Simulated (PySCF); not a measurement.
# C6H10BP: the cost of one run

Programs: PySCF 2.14.0, with density-fitted response routines of our own. Each step states its level of theory. These are calculated values for one molecule in the gas phase, unless marked as measured. Atoms count from 0, in the outputs and in this text.

## (1) Starting geometry

18 atoms, charge 0, multiplicity 1; geometry from: GFN2-xTB. The atoms were then displaced at random by about 0.01 Å, so the start is not that level's minimum.

Bonds of the start (Å): B0–P1 1.91, P1–C2 1.82, C2–C3 1.37, C3–C4 1.42, C4–C5 1.38, C5–C6 1.39, C6–C7 1.39, C7–C2 1.37, B0–H8 1.22, B0–H9 1.16, B0–H10 1.21, P1–H11 1.38, P1–H12 1.37, C3–H13 1.07, C4–H14 1.09, C5–H15 1.08, C6–H16 1.09, C7–H17 1.06.

## (2) Optimising the geometry at PBE0-D3(BJ)/def2-SVP

What the job is given:

```
{"job": {"xc": "PBE0", "basis": "def2-SVP", "d3": "d3bj", "grid": 1, "shake": 0.01, "kind": "geom"}, "charge": 0, "multiplicity": 1}
B      2.901350     0.700450     0.255350
P      1.736420    -0.745440    -0.192940
C     -0.048300    -0.388010    -0.121040
C     -0.681430    -0.530030     1.084330
C     -2.053140    -0.189790     1.156890
C     -2.706480     0.326350     0.051470
C     -2.007370     0.483990    -1.138810
C     -0.665810     0.143470    -1.227600
H      2.553940     1.011570     1.384290
H      3.994820     0.328060     0.162800
H      2.574220     1.557060    -0.540400
H      1.824120    -1.335530    -1.439260
H      1.762580    -1.908060     0.539520
H     -0.211500    -0.915330     1.961870
H     -2.588750    -0.310400     2.099280
H     -3.746760     0.605180     0.124640
H     -2.521610     0.901020    -2.005260
H     -0.143840     0.277410    -2.140880
```

The run is started by

```
$ OMP_NUM_THREADS=1 python probes_run.py task.json out
```

The driver reads the jobs from task.json and runs them one after another.

Q: Estimate the wall time and peak memory of this first job on 1 thread of Intel Xeon Platinum 8488C, shared host.

About 88 s, with a peak of 0.69 GiB.
